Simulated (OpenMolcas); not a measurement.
# Al, step by step

Aim: a series of 9 runs (ROHF/6-31G*, CASSCF(3,4)/6-31G*, CASPT2(3,4)/6-31G*, CASPT2[IPEA 0](3,4)/6-31G*, SC-NEVPT2(3,4)/6-31G*, PC-NEVPT2(3,4)/6-31G*, MC-PDFT[tPBE](3,4)/6-31G*, MC-PDFT[ftPBE](3,4)/6-31G*, and more) of Al. 

The calculation is run with OpenMolcas 26.06.

88 further runs of the same task are left out: 88 set aside as unsound or not needed.

### 1 A single-point energy at ROHF/6-31G(d) (spherical functions) (run 1)

Contents of geom.xyz:

```xyz
1

Al     0.000000     0.000000     0.000000
```

Contents of step1.inp:

```
&gateway
 baslib=$CurrDir
 coord=geom.xyz
 basis=6-31Gs
 group=NoSym

&seward

&scf
 uhf
 spin=2
 prorbitals=1 2

&rasscf
 fileorb=$Project.UnaOrb
 spin=2
 nactel=1 0 0
 inactive=6
 ras2=1
 outorbitals=Canonical
 orblisting=NoCore
```

The basis set 6-31G* is read from a file made from the Basis Set Exchange's data (not shown).

Started as:

```
$ export MOLCAS_MEM=1860
$ pymolcas step1.inp > step1.log
```

The program printed, cut to the lines that bear on the results:

```text
--- Start Module: gateway ---
[...]
--- Stop Module: gateway /rc=_RC_ALL_IS_WELL_ ---
[...]
      Basis functions           18
[...]
--- Start Module: scf ---
[...]
       Convergence after   8 Iterations
[...]
::    Total SCF energy                               -241.8563505594
[...]
      Total spin, S                                     0.5033938122
[...]
--- Stop Module: scf /rc=_RC_ALL_IS_WELL_ ---
--- Start Module: rasscf ---
[...]
      Number of active orbitals                  1
[...]
      Spin quantum number                      0.5
[...]
      Active orbitals                            1
[...]
      Number of CSFs                             1
[...]
      Number of root(s) required                 1
[...]
      Convergence after  8 iterations
[...]
      printout of CI-coefficients larger than  0.05 for root  1
      energy=    -241.854170
      conf/sym  1     Coeff  Weight
             1  u   1.00000 1.00000
      Natural orbitals and occupation numbers for root  1
      sym 1:   1.000000
      ************************************************************************************************************************
      *                                                    Final results                                                     *
[...]
::    RASSCF root number  1 Total energy:   -241.85417044
[...]
      Total electronic charge=   13.000000
      Total            charge=   -0.000000
[...]
      Dipole Moment (debye):
      Origin of the operator (angstrom)=    0.0000    0.0000    0.0000
                   X=  4.5549E-17               Y= -3.1904E-16               Z=  1.2746E-15           Total=  1.3147E-15
      Quadrupole Moment (debye*angstrom):
[...]
--- Stop Module: rasscf /rc=_RC_ALL_IS_WELL_ ---
[...]
```

It took 3.6 s on 1 thread of Intel Xeon Platinum 8259CL at 2.50GHz (Skylake/Cascade Lake), shared host; peak memory 0.37 GiB.

### 2 The Al atom: the energy at CASSCF(3,4)/6-31G(d) (spherical functions) (run 2)

geom.xyz is that of step 1.

Contents of step2.input:

```
&GATEWAY
  BasLib
  $CurrDir
  Coord
  geom.xyz
  Basis
  6-31Gs
  Group
  NoSym

&SEWARD

&RASSCF
  FileOrb
  $CurrDir/step1.RasOrb
  Spin
  2
  Nactel
  3 0 0
  Inactive
  5
  Ras2
  4
  OrbListing
  NoCore
```

The basis set 6-31G* is read from a file made from the Basis Set Exchange's data (not shown).

Started as:

```
$ export MOLCAS_MEM=1860
$ pymolcas step2.input > step2.log
```

The program printed, cut to the lines that bear on the results:

```text
--- Start Module: gateway ---
[...]
--- Stop Module: gateway /rc=_RC_ALL_IS_WELL_ ---
--- Start Module: seward ---
[...]
      Basis functions           18
--- Stop Module: seward /rc=_RC_ALL_IS_WELL_ ---
[...]
--- Start Module: rasscf ---
[...]
      Number of active orbitals                  4
[...]
      Spin quantum number                      0.5
[...]
      Active orbitals                            4
[...]
      Number of CSFs                            20
[...]
      Number of root(s) required                 1
[...]
      Convergence after 11 iterations
[...]
      printout of CI-coefficients larger than  0.05 for root  1
      energy=    -241.878311
      conf/sym  1111     Coeff  Weight
             1  2u00  -0.97758 0.95567
            15  0u20  -0.14888 0.02217
            18  0u02  -0.14888 0.02217
      Natural orbitals and occupation numbers for root  1
      sym 1:   1.911339   1.000000   0.044331   0.044331
      ************************************************************************************************************************
      *                                                    Final results                                                     *
[...]
::    RASSCF root number  1 Total energy:   -241.87831104
[...]
      Total electronic charge=   13.000000
      Total            charge=   -0.000000
[...]
      Dipole Moment (debye):
      Origin of the operator (angstrom)=    0.0000    0.0000    0.0000
                   X= -2.7914E-13               Y= -5.3641E-13               Z=  8.1509E-13           Total=  1.0149E-12
      Quadrupole Moment (debye*angstrom):
[...]
--- Stop Module: rasscf /rc=_RC_ALL_IS_WELL_ ---
[...]
```

Run time: 2.6 s. Hardware: 1 thread of Intel Xeon Platinum 8259CL at 2.50GHz (Skylake/Cascade Lake), shared host; peak memory 0.37 GiB.

Runs 3 to 4 aren't shown in full; the table further down has their settings and results.

### 3 The Al atom: the energy at SC-NEVPT2(3,4)/6-31G(d) (spherical functions) (run 5)

geom.xyz is that of step 2.

Contents of step5.inp:

```
&GATEWAY
  BasLib
  $CurrDir
  Coord
  geom.xyz
  Basis
  6-31Gs
  Group
  NoSym

&SEWARD

&RASSCF
  FileOrb
  $CurrDir/step2.RasOrb
  Spin
  2
  Nactel
  3 0 0
  Inactive
  5
  Ras2
  4
  OrbListing
  NoCore

&CASPT2
  SC-NEVPT2
  Frozen
  5
```

The basis set 6-31G* is read from a file made from the Basis Set Exchange's data (not shown).

Started as:

```
$ export MOLCAS_MEM=1860
$ pymolcas step5.inp > step5.log
```

The program printed, cut to the lines that bear on the results:

```text
--- Start Module: gateway ---
[...]
--- Stop Module: gateway /rc=_RC_ALL_IS_WELL_ ---
[...]
      Basis functions           18
[...]
--- Start Module: rasscf ---
[...]
      Number of active orbitals                  4
[...]
      Spin quantum number                      0.5
[...]
      Active orbitals                            4
[...]
      Number of CSFs                            20
[...]
      Number of root(s) required                 1
[...]
      Convergence after  4 iterations
[...]
      printout of CI-coefficients larger than  0.05 for root  1
      energy=    -241.878311
      conf/sym  1111     Coeff  Weight
             1  2u00  -0.97758 0.95567
            15  0u20  -0.14888 0.02217
            18  0u02  -0.14888 0.02217
      Natural orbitals and occupation numbers for root  1
      sym 1:   1.911339   1.000000   0.044331   0.044331
      ************************************************************************************************************************
      *                                                    Final results                                                     *
[...]
::    RASSCF root number  1 Total energy:   -241.87831104
[...]
      Total electronic charge=   13.000000
      Total            charge=   -0.000000
[...]
      Dipole Moment (debye):
      Origin of the operator (angstrom)=    0.0000    0.0000    0.0000
                   X= -6.9655E-14               Y=  3.2727E-13               Z=  1.5964E-12           Total=  1.6311E-12
      Quadrupole Moment (debye*angstrom):
[...]
--- Stop Module: rasscf /rc=_RC_ALL_IS_WELL_ ---
--- Start Module: caspt2 ---
[...]
 ###    WARNING: User changed nr of frozen orbitals.                         ###
 ###############################################################################
[...]
      E2 (Variational):          -0.0158722374
[...]
      E2 (Variational):          -0.0158234260
      Total energy:            -241.8941344646
[...]
      Reference weight:           0.98763
[...]
::    SC-NEVPT2 Root  1     Total energy:   -241.89413446
[...]
--- Stop Module: caspt2 /rc=_RC_ALL_IS_WELL_ ---
[...]
```

Run time: 2.6 s. Hardware: 1 thread of Intel Xeon Platinum 8259CL at 2.50GHz (Skylake/Cascade Lake), shared host; peak memory 0.37 GiB.

Runs 6 to 8 aren't shown in full; the table further down has their settings and results.

### 4 The Al atom: a single-point energy at MRCI(3,4)/6-31G(d) (spherical functions) (run 9)

geom.xyz is that of step 3.

Contents of step9.input:

```
&GATEWAY
  BasLib=$CurrDir
  Coord=geom.xyz
  Basis=6-31Gs
  Group=NoSym

&SEWARD

&RASSCF
  FileOrb=$CurrDir/step2.RasOrb
  Spin=2
  Nactel=3 0 0
  Inactive=5
  Ras2=4
  OrbListing=NoCore

&MOTRA
  LumOrb
  Frozen=5

&GUGA
  Electrons=3
  Spin=2
  Inactive=0
  Active=4
  CIAll=1

&MRCI
  SDCI
```

The basis set 6-31G* is read from a file made from the Basis Set Exchange's data (not shown).

Run the same way, it converges to -241.90053 Eh (log not shown).

### 5 The series

```csv
run,level,active rule,inactive,energy (Eh),dipole moment (D) of the reference,wall time
1,ROHF/6-31G* (spherical functions),–,–,-241.854170,0.00,3.6 s
2,"CASSCF(3,4)/6-31G* (spherical functions)",full valence,5,-241.878311,0.00,2.6 s
3,"CASPT2(3,4)/6-31G* (spherical functions)",full valence,5,-241.892925,0.00,2.8 s
4,"CASPT2[IPEA 0](3,4)/6-31G* (spherical functions)",full valence,5,-241.895772,0.00,2.7 s
5,"SC-NEVPT2(3,4)/6-31G* (spherical functions)",full valence,5,-241.894134,0.00,2.6 s
6,"PC-NEVPT2(3,4)/6-31G* (spherical functions)",full valence,5,-241.894183,0.00,2.5 s
7,"MC-PDFT[tPBE](3,4)/6-31G* (spherical functions)",full valence,5,-242.203964,0.00,2.9 s
8,"MC-PDFT[ftPBE](3,4)/6-31G* (spherical functions)",full valence,5,-242.261801,0.00,2.7 s
9,"MRCI(3,4)/6-31G* (spherical functions)",full valence,5,-241.900532,0.00,2.6 s
```

### 6 Summary of results

```
                                      quantity          value
                  Al atom, run 9: total energy  -241.90053 Eh
Al atom, run 9: dipole moment (CASSCF density)         0.00 D
```

Below the ROHF energy at the same shape and in the same basis (6-31G*): CASSCF(3,4) -24.1 mEh; CASPT2(3,4) -38.8 mEh; CASPT2[IPEA 0](3,4) -41.6 mEh; SC-NEVPT2(3,4) -40.0 mEh; PC-NEVPT2(3,4) -40.0 mEh; MRCI(3,4) -46.4 mEh. Active-space methods hold only the correlation inside their space unless a perturbation or CI step follows. All runs together took 25 s, the longest 3.6 s.
